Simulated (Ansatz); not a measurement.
Task: a single point from a YAML input of Eu3Ag, space group Pm-3m, with Ansatz 0.2.0, Python API. Give the script and its output. Level of theory: r2SCAN, PAW, the default cutoff (500 eV here), 6×6×6 k-points, Fermi-Dirac smearing of 0.1 eV, collinear spin.

```cif
data_structure
_symmetry_space_group_name_H-M 'P 1'
_symmetry_Int_Tables_number 1
_cell_length_a 5.1037
_cell_length_b 5.1037
_cell_length_c 5.1037
_cell_angle_alpha 90.000
_cell_angle_beta 90.000
_cell_angle_gamma 90.000
_cell_volume 132.94
loop_
_atom_site_label
_atom_site_type_symbol
_atom_site_fract_x
_atom_site_fract_y
_atom_site_fract_z
_atom_site_occupancy
Eu1 Eu 0.00000 0.50000 0.50000 1
Eu2 Eu 0.50000 0.00000 0.50000 1
Eu3 Eu 0.50000 0.50000 0.00000 1
Ag1 Ag 0.00000 0.00000 0.00000 1
```

The script, `eu3ag_yaml_run.py`:
```python
# -*- coding: utf-8 -*-
'''Run a YAML input for Eu3Ag from Python.'''

import logging
import sys
import warnings

import ansatz as az
import numpy as np

logging.basicConfig(stream=sys.stdout, format='%(name)s: %(message)s')
logger = logging.getLogger('eu3ag')
logger.setLevel(logging.INFO)

INPUT = '''
crystal:
  lattice:
    - [5.103738, 0.0, 0.0]
    - [0.0, 5.103738, 0.0]
    - [0.0, 0.0, 5.103738]
  atoms:
    - { symbol: Eu, position: [0.0, 0.5, 0.5], spin: 7.0 }
    - { symbol: Eu, position: [0.5, 0.0, 0.5], spin: 7.0 }
    - { symbol: Eu, position: [0.5, 0.5, 0.0], spin: 7.0 }
    - { symbol: Ag, position: [0.0, 0.0, 0.0] }
magnetization:
  spin_polarized: true
kpoints:
  mp_grid: { grid: [6, 6, 6] }
hamiltonian:
  xc: r2scan
scf:
  occupations: { method: fermi_dirac, width: 0.1 }
  algorithm: density_mixing
output:
  stress: true
  eigenvalues: true
accuracy: medium
'''

warnings.simplefilter('ignore', az.DeckWarning)

outcome = az.Session.from_yaml(INPUT).plan().execute()
data = outcome.report

logger.info(f'free energy      {data["free_energy_ev"]:.5f} eV')
logger.info(f'per atom         {data["free_energy_ev"] / len(outcome.lattice.sites):.5f} eV')
logger.info(f'SCF iterations   {data["n_iterations"]}  (converged: {data["converged"]})')

# the stress is positive in compression
sigma = data['stress_gpa']
voigt = [sigma[0][0], sigma[1][1], sigma[2][2], sigma[1][2], sigma[0][2], sigma[0][1]]
print('stress xx yy zz yz xz xy (GPa, compression positive):', ' '.join(f'{s:.3f}' for s in voigt))
print('P =', round(10 * float(np.mean(voigt[:3])), 2), 'kbar')

fermi = data['fermi_energy_ev']
logger.info('levels less the Fermi level (eV) at the first k-points')
for k, levels in list(zip(data['kpoints_frac'], data['eigenvalues_ev']))[:3]:
    logger.info('k = ({:.3f}, {:.3f}, {:.3f})'.format(*k))
    print('   ', ' '.join(f'{e - fermi:.3f}' for e in levels))

logger.info(f'net moment {data["magnetization_mub"]:.3f} muB, absolute {data["absolute_magnetization_mub"]:.3f} muB')
for index, (site, m) in enumerate(zip(outcome.lattice.sites, data['site_moments_mub'])):
    logger.info(f'  {index:2d} {site.symbol:2s} {m:7.3f}')
```

Output of `python eu3ag_yaml_run.py`:
```text
eu3ag: free energy      -33944.72777 eV
eu3ag: per atom         -8486.18194 eV
eu3ag: SCF iterations   20  (converged: True)
stress xx yy zz yz xz xy (GPa, compression positive): -0.649 -0.649 -0.649 0.000 0.000 0.000
P = -6.49 kbar
eu3ag: levels less the Fermi level (eV) at the first k-points
eu3ag: k = (0.000, 0.000, 0.000)
    -94.551 -57.137 -57.137 -57.137 -43.096 -43.002 -43.002 -21.593 -21.593 -21.593 -21.160 -21.160 -21.160 -20.973 -20.973 -20.973 -5.488 -4.708 -4.708 -4.590 -4.590 -4.590 -2.830 -0.799 -0.787 -0.787 -0.787 -0.783 -0.783 -0.783 -0.722 -0.722 -0.722 -0.696 -0.696 -0.696 -0.610 -0.610 -0.610 -0.558 -0.558 -0.558 -0.521 -0.521 -0.262 -0.262 -0.262 -0.229 -0.229 1.944 1.944 1.944 3.677 3.677 3.677
eu3ag: k = (0.000, 0.000, 0.167)
    -94.551 -57.137 -57.137 -57.137 -43.090 -43.007 -43.002 -21.570 -21.570 -21.558 -21.169 -21.169 -21.164 -21.022 -20.989 -20.989 -5.245 -4.676 -4.663 -4.582 -4.566 -4.566 -2.683 -0.872 -0.798 -0.785 -0.784 -0.784 -0.779 -0.779 -0.770 -0.725 -0.725 -0.698 -0.697 -0.697 -0.652 -0.652 -0.635 -0.600 -0.585 -0.570 -0.570 -0.529 -0.521 -0.160 -0.160 -0.137 0.035 1.663 1.663 1.859 3.449 3.944 3.944
eu3ag: k = (0.000, 0.000, 0.333)
    -94.551 -57.137 -57.137 -57.137 -43.076 -43.022 -43.002 -21.516 -21.516 -21.458 -21.198 -21.198 -21.171 -21.149 -21.019 -21.019 -4.687 -4.615 -4.566 -4.516 -4.516 -4.442 -2.590 -1.499 -0.829 -0.796 -0.785 -0.784 -0.784 -0.757 -0.757 -0.743 -0.743 -0.697 -0.697 -0.692 -0.691 -0.689 -0.689 -0.663 -0.630 -0.602 -0.592 -0.592 -0.521 -0.051 -0.051 0.058 0.662 1.426 1.426 1.926 3.025 3.068 3.709
eu3ag: net moment 23.444 muB, absolute 23.455 muB
eu3ag:    0 Eu   7.272
eu3ag:    1 Eu   7.272
eu3ag:    2 Eu   7.272
eu3ag:    3 Ag   0.148
```

The settings weren't tested for convergence. Open f shells: without a Hubbard U, without spin-orbit coupling; the state reached hangs on the start and needn't be the lowest. The computed bands are complete only to about 2.9 eV above the Fermi level. The levels shown are those of the first spin channel. The mesh is modest for a metal, so energies can be off by several to tens of meV an atom and pressures by half a GPa or more; differences at equal mesh fare better. r2SCAN tends to overestimate the moments of itinerant magnets. This cell is a computed structure, which may not be the phase found in nature. Levels are Kohn-Sham eigenvalues on this mesh, without spin-orbit coupling. Wall time of the script: 78 s on 1 thread of Arm Neoverse V2, with other jobs on the host, peak memory 0.92 GiB.

(A comment or docstring line of the script was reworded after the run, the code is as it ran; lines on the test bed's own set-up are left out of the output.)
